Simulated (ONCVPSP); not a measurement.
# An ONCV potential for Ar, from input to tests

Task: generate the file, and judge it by its errors in other configurations, its logarithmic derivatives, its ghosts and its cutoff.

Program: ONCVPSP 4.0.1. Reference atom: PBEsol, scalar-relativistic, spherical and spin-unpolarised. All values are calculated.

## 1. Settings

The settings as typed:

```
element                 : argon (Ar, Z = 18)
type                    : optimised norm-conserving Vanderbilt (ONCV)
frozen core             : [He]
valence charge          : 16
reference configuration : 2s2 2p6 3s2 3p6
partial waves           : 2s+3s: rc 0.75 bohr, ncon 3, nbas 6, qcut 12.7 1/bohr, 2 projectors; 2p+3p: rc 0.70 bohr, ncon 3, nbas 6, qcut 19.4 1/bohr, 2 projectors
local potential         : polynomial inside 0.60 bohr (lpopt 3, dvloc0 0 Ha)
core correction         : Teter function fitted to the true core (icmod 2), fcfact 0.3
```

## 2. Generating the potential

Ar.dat

```
# ATOM AND REFERENCE CONFIGURATION
# atsym  z   nc   nv     iexc    psfile
  Ar 18.00    1    4  -116133      upf
#
#   n    l    f
    1    0    2.00
    2    0    2.00
    2    1    6.00
    3    0    2.00
    3    1    6.00
#
# PSEUDOPOTENTIAL AND OPTIMIZATION
# lmax
    1
#
#   l,   rc,      ep,       ncon, nbas, qcut
    0    0.75    0.00    3    6   12.70
    1    0.70    0.00    3    6   19.40
#
# LOCAL POTENTIAL
# lloc, lpopt,  rc(5),   dvloc0
    4    3    0.60    0.00
#
# VANDERBILT-KLEINMAN-BYLANDER PROJECTORs
# l, nproj, debl
    0    2    2.10
    1    2    0.60
#
# MODEL CORE CHARGE
# icmod, fcfact, rcfact
    2    0.30    1.15
#
# LOG DERIVATIVE ANALYSIS
# epsh1, epsh2, depsh
  -12.00    5.00    0.04
#
# OUTPUT GRID
# rlmax, drl
    6.00    0.01
#
# TEST CONFIGURATIONS
# ncnf
    4
# nvcnf
#   n    l    f
    4
    2    0    2.00
    2    1    6.00
    3    0    2.00
    3    1    5.00
#
    4
    2    0    2.00
    2    1    6.00
    3    0    2.00
    3    1    4.00
#
    4
    2    0    2.00
    2    1    6.00
    3    0    2.00
    3    1    3.00
#
    4
    2    0    2.00
    2    1    6.00
    3    0    2.00
    3    1    5.50
#
```

Started as:

```
$ oncvpsp.x < Ar.dat > Ar.out
```

Q: Predict the outcome of this session. Wanted: cutoffs for 1 and 0.1 mHa per electron, occupied waves; bound ghosts; GHOST(+) flags; largest test error; largest phase difference near zero energy, channels read; rms error of d²Exc/dn², without and with the model core.

As calculated:

```
                                                quantity                         value
  cutoffs for 1 and 0.1 mHa per electron, occupied waves             156 Ha and 174 Ha
                                            bound ghosts                    none found
                                          GHOST(+) flags            none at low energy
                            largest test error (AE − PS)  +13 meV, for 2s2 2p6 3s2 3p3
largest phase difference near zero energy, channels read                     0.000 rad
 rms error of d²Exc/dn², without and with the model core             2.40 and 2.54 mHa
```

What this shows: The worst unpolarised test, 2s2 2p6 3s2 3p3, is off by 13 meV on 87.1 eV; by total energies transferability rates as good. It counts as very hard, with 156 Ha needed at the looser tolerance. It is free of bound ghosts as far as tested. Near zero energy the phases of the channels with partial waves agree within 0.001 rad. These are tests on the free atom; a crystal test is still owed.
